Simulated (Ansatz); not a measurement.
**C2H5AlGe: up Jacob's ladder to CCSD(T)**

An exercise on one series of results from a longer session: the logs are not shown, and one member is left open.

Computed with Ansatz 0.2.0, Gaussian basis. Level: functionals in def2-TZVPP, the program's frozen cores in correlated methods.

Levels to be run: LDA (SPW92), PBE-D4, revPBE-D4, BLYP-D4, r2SCAN-D4, B97M-V, PBE0-D4, B3LYP-D4, r2SCANh-D4, r2SCAN0-D4, HSE06-D4, BHLYP-D4, CAM-B3LYP-D4, LC-ωPBE, ωB97X-V, ωB97M-V, B2PLYP, PBE-QIDH; CCSD(T)/def2-SVP; CCSD(T)/def2-TZVPP; MP2/def2-QZVPP; extrapolation to the limit; RPA on PBE.

### Structure used throughout

All runs share one geometry, relaxed beforehand with PBE0-D4 in a triple-zeta def2 set.

SMILES `[CH]1=[CH][GeH2][AlH]1`, 9 atoms, charge 0, spin multiplicity 1.

Atoms are counted from 1 here; the program's logs count them from 0.

Bond lengths: C1–C2 1.352 Å, C1–Al4 1.941 Å, C1–H5 1.089 Å, C2–Ge3 1.986 Å, C2–H6 1.092 Å, Ge3–Al4 2.450 Å, Ge3–H7 1.544 Å, Ge3–H8 1.544 Å, Al4–H9 1.589 Å. Angles: C2–C1–Al4 101.0°, C2–C1–H5 120.6°, Al4–C1–H5 138.3°, C1–C2–Ge3 111.5°, C1–C2–H6 122.5°, Ge3–C2–H6 126.0°, C2–Ge3–Al4 69.9°, C2–Ge3–H7 112.2°, C2–Ge3–H8 112.3°, Al4–Ge3–H7 124.3°, Al4–Ge3–H8 124.4°, H7–Ge3–H8 106.6°, C1–Al4–Ge3 77.7°, C1–Al4–H9 135.2°, Ge3–Al4–H9 147.1°.

Coordinates:

```mol
C2H5AlGe
  3D, bonds by distance, orders not assigned

  9  9  0  0  0  0  0  0  0  0999 V2000
   -0.3246    1.3345   -0.1142 C   0  0
    0.8209    0.6346   -0.2748 C   0  0
    0.5407   -1.3039    0.0561 Ge  0  0
   -1.5607   -0.0827    0.3681 Al  0  0
   -0.3413    2.4135   -0.2625 H   0  0
    1.7647    1.1094   -0.5526 H   0  0
    0.8732   -2.1610   -1.1838 H   0  0
    1.4203   -1.8350    1.2079 H   0  0
   -3.1046   -0.1559    0.7386 H   0  0
  1  2  8  0
  2  3  8  0
  3  4  8  0
  1  5  8  0
  2  6  8  0
  3  7  8  0
  3  8  8  0
  4  9  8  0
  1  4  8  0
M  END
```

Set-up of the first run:

File in.yaml:

```yaml
crystal:
  periodic: [false, false, false]
  atoms:
    - {symbol: C, position_ang: [-0.324611, 1.334495, -0.114201]}
    - {symbol: C, position_ang: [0.820919, 0.634643, -0.274819]}
    - {symbol: Ge, position_ang: [0.540681, -1.303865, 0.056069]}
    - {symbol: Al, position_ang: [-1.560731, -0.082660, 0.368119]}
    - {symbol: H, position_ang: [-0.341307, 2.413503, -0.262479]}
    - {symbol: H, position_ang: [1.764707, 1.109364, -0.552602]}
    - {symbol: H, position_ang: [0.873176, -2.161048, -1.183755]}
    - {symbol: H, position_ang: [1.420319, -1.834976, 1.207879]}
    - {symbol: H, position_ang: [-3.104552, -0.155854, 0.738589]}
basis:
  gaussian: {orbitals: def2-TZVPP}
hamiltonian: {xc: lda}
output: {orbitals: {seedname: orbitals}}
```

Command:

```bash
> ansatz run in.yaml --threads 2 --pin off --events-out ev --progress --plain --max-ram 4352MiB
```

Among the steps run: LDA; PBE-D4 (GGA); revPBE-D4 (GGA); BLYP-D4 (GGA); r2SCAN-D4 (meta-GGA); B97M-V (meta-GGA); PBE0-D4 (hybrid); B3LYP-D4 (hybrid); r2SCANh-D4 (hybrid); r2SCAN0-D4 (hybrid); HSE06-D4 (hybrid); BHLYP-D4 (hybrid); CAM-B3LYP-D4 (range-separated); LC-ωPBE (range-separated); ωB97X-V (range-separated); ωB97M-V (range-separated); B2PLYP (double hybrid); PBE-QIDH (double hybrid).

One table of the session follows, with a row left open; its other results are not shown here.

```
  functional  HOMO (eV)  LUMO (eV)  gap (eV)
 LDA (SPW92)      -6.05      -2.77      3.28
      PBE-D4      -5.95      -2.55      3.40
   revPBE-D4      -5.90      -2.45      3.45
     BLYP-D4      -5.81      -2.40      3.40
   r2SCAN-D4      -6.17      -2.32      3.86
      B97M-V      -6.22      -2.39      3.83
     PBE0-D4      -6.96      -1.74      5.22
    B3LYP-D4      -6.78      -1.92      4.85
  r2SCANh-D4      -6.55      -2.03      4.52
  r2SCAN0-D4      -7.11      -1.61      5.49
    HSE06-D4      -6.57      -2.11      4.46
    BHLYP-D4      -7.87      -0.89      6.98
CAM-B3LYP-D4      -8.19      -0.75      7.43
     LC-ωPBE      -9.46       0.29      9.74
     ωB97X-V          ?          ?         ?
     ωB97M-V      -8.95      -0.05      8.90
```

Estimate the missing values for ωB97X-V.

As computed: HOMO (eV): -9.15; LUMO (eV): 0.19; gap (eV): 9.34. In the column «HOMO (eV)» it lies between LC-ωPBE (-9.46) and ωB97M-V (-8.95).
